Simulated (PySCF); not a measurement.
# Solver options tried on GaBr

Do solver options change the result for GaBr, or only the number of cycles?

Program: PySCF 2.14.0. Level of theory: method and basis as typed in the scripts. These are calculated values, not measurements.

6 further runs of the same task are left out: 6 that didn't finish.

## 1. The starting structure

GaBr: 2 atoms, charge 0, spin multiplicity 1.

Bond lengths: Ga1–Br2 2.320 Å.

## 2. Base script

Input file input.py:

```python
from pyscf import gto, scf
from pyscf.geomopt.geometric_solver import optimize

mol = gto.M(
    atom='Ga 0 0 0; Br 0 0 2.32',
    basis='sto-3g',
    charge=0,
    spin=0,
    verbose=4,
)
mf = scf.RHF(mol)
mf = mf.newton()
mf.kernel()
mol_eq = optimize(mf, maxsteps=30)
print('optimised geometry (angstrom)')
print(mol_eq.tostring('raw'))
print('orbital energies (hartree):', mf.mo_energy[..., max(0, mol.nelec[1]-3):mol.nelec[0]+3].round(4))
```

The run is started by

```bash
python input.py
```

Its log is not repeated here.

Base result: at the starting geometry E(SCF) = -4445.551962 Eh, 6 macro-iterations, optimised bond 2.055 Å in 7 steps; the optimisation lowers the energy by 0.412 eV.

## 3. Smearing width 0.2 hartree

Run 1 changes smearing width: none → 0.2 hartree; step after the SCF: optimize → none.

Input file input.py:

```python
from pyscf import gto, scf

mol = gto.M(
    atom='Ga 0 0 0; Br 0 0 2.32',
    basis='sto-3g',
    charge=0,
    spin=0,
    verbose=4,
)
mf = scf.RHF(mol)
mf = scf.addons.smearing_(mf, sigma=0.2, method='fermi')
mf = mf.newton()
mf.kernel()
mf.dip_moment()
print('orbital energies (hartree):', mf.mo_energy[..., max(0, mol.nelec[1]-3):mol.nelec[0]+3].round(4))
```

The run is started by

```bash
python input.py
```

## 4. Damping 0.2

Run 2 changes damping: none → 0.2.

input.py, as its differences from that of step 2:

```diff
@@ -11,2 +11,4 @@
 mf = scf.RHF(mol)
+mf.damp = 0.2
+mf.diis_start_cycle = 8
 mf = mf.newton()
```

## 5. Level shift 0.5 hartree

Run 3 changes level shift: none → 0.5 hartree.

input.py, as its differences from that of step 2:

```diff
@@ -11,2 +11,3 @@
 mf = scf.RHF(mol)
+mf.level_shift = 0.5
 mf = mf.newton()
```

Q: Predict the outcome of this session. Wanted: for each run, E(SCF); from base; gap; SCF dipole; after the SCF.

The runs gave:

| run | E(SCF) (hartree) | from base (eV) | cycles | gap (eV) | SCF dipole (D) | after the SCF |
| --- | --- | --- | --- | --- | --- | --- |
| base | -4445.551962 | 0 | 6 macro | 11.21 | n/a | bond 2.055 Å, -0.412 eV |
| smearing width 0.2 hartree (poor choice) | -4444.733166 | not comparable | 1 macro | n/a | 3.29 | n/a |
| damping 0.2 | -4445.551962 | 0.0000 | 6 macro | 11.21 | n/a | bond 2.055 Å, -0.412 eV |
| level shift 0.5 hartree | -4445.551962 | 0.0000 | 6 macro | 11.21 | n/a | bond 2.055 Å, -0.412 eV |

SCF columns refer to the geometry typed in the script.

Distance from each run's final energy (log10 hartree) by cycle:

| run | cycle 1 | cycle 2 | cycle 3 | cycle 5 | cycle 8 | cycle 12 |
| --- | --- | --- | --- | --- | --- | --- |
| base | -2.2 | -2.5 | -2.6 | < -11 | done | done |
| damping 0.2 | -2.2 | -2.5 | -2.6 | < -11 | done | done |
| level shift 0.5 hartree | -2.2 | -2.5 | -2.6 | < -11 | done | done |

In words: With damping 0.2 or level shift 0.5 hartree the SCF ends at the base energy. The cycles with damping 0.2 or level shift 0.5 hartree repeat those of the base digit for digit, so the setting never acted. Rows marked «poor choice» come from settings spoiled on purpose.
